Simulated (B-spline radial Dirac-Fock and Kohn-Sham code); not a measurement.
# Inner shells of Cl³⁺

What does theory give for Cl³⁺? The session works out the binding energy of each subshell, the widths and yields of its core holes and its two-hole states.

Method: a free atom or ion on a radial basis; each step names its model; computed with B-spline radial Dirac-Fock and Kohn-Sham code, version 3.

## Step 1: The atom as given

The Cl³⁺ ion, 1s2 2s2 2p6 3s2 3p2, inside a Watson sphere of charge -3 and radius 1.6 Å (a model of the Madelung potential; inside it an electron's potential energy is raised by 27.0 eV).

* nuclear charge: 17
* electrons: 14
* mass number: 35
* nuclear rms radius: 3.3654 fm

Outer shells as boxes (Hund's rule, for the drawing alone; heavy ions are jj-coupled, and the calculation averages over the configuration):

```
[Ne] core
3s [↑↓]
3p [↑ ][↑ ][  ]
```

## Step 2: Core and valence levels

Model: Dirac-Fock average of configuration, Delta-SCF, finite nucleus, first-order Breit with its frequency dependence, self-energy and vacuum polarisation.

The run's settings:

```ini
task = binding
Z = 17
charge = 3
configuration = 1s2 2s2 2p6 3s2 3p2
mass_number = 35
rms_radius = 3.3654  # fm
watson_charge = -3  # e
watson_radius = 1.6  # A
```

## Step 3: Widths and yields

Model: independent-particle rates: relativistic LDA orbitals of the hole state, multipoles to L = 3 (length form), Coulomb Auger matrix elements with a Latter-tail continuum; energies from Dirac-Fock.

The run's settings:

```ini
task = decay
holes = ["K", "L1", "L2", "L3", "M1"]
```

## Step 4: Double vacancies and Auger multiplets

Model: Dirac-Fock average of configuration, Delta-SCF, finite nucleus, first-order Breit with its frequency dependence, self-energy and vacuum polarisation; two-hole levels by intermediate coupling within the shell, Auger rates as independent-particle Coulomb matrix elements.

Settings, as recorded:

```ini
task = double
```

Before running it: what results should come out? Wanted: deepest level listed, K; least bound, M2,3; Kα1; K hole: width, yield; largest U, K K; strongest line of K-L123.

**Answer**, as computed:

| quantity | value |
| --- | --- |
| deepest level listed, K (1s) | 2855.8 eV |
| least bound, M2,3 (3p) | 24.54 eV |
| Kα1 | 2625.6 eV |
| K hole: width, yield | 0.582 eV, 0.0980 |
| its lifetime | 1.13 fs |
| its strongest line | Kα1 (K-L3), 2625.6 eV |
| largest U, K K | 236.8 eV |
| strongest line of K-L123 | L2L3, J = 2, 2342.7 eV |

What this shows: For K (1s), relaxation takes off 26.2 eV, Breit terms shift it by -1.94 and QED by -0.82 eV. With a yield of 0.098, electron emission is the main way out for the K hole, in 1.1 fs. Coster-Kronig decay rules L1, where this model's widths can be far from the measured ones. Two holes repel most in K K, by 236.8 eV, and least in L3 M1, by 20.67 eV. In the K-L123 Auger group the L2L3 J = 2 line carries 61 % of the rate. The Hartree-Fock and Dirac-Fock values hold no electron correlation.
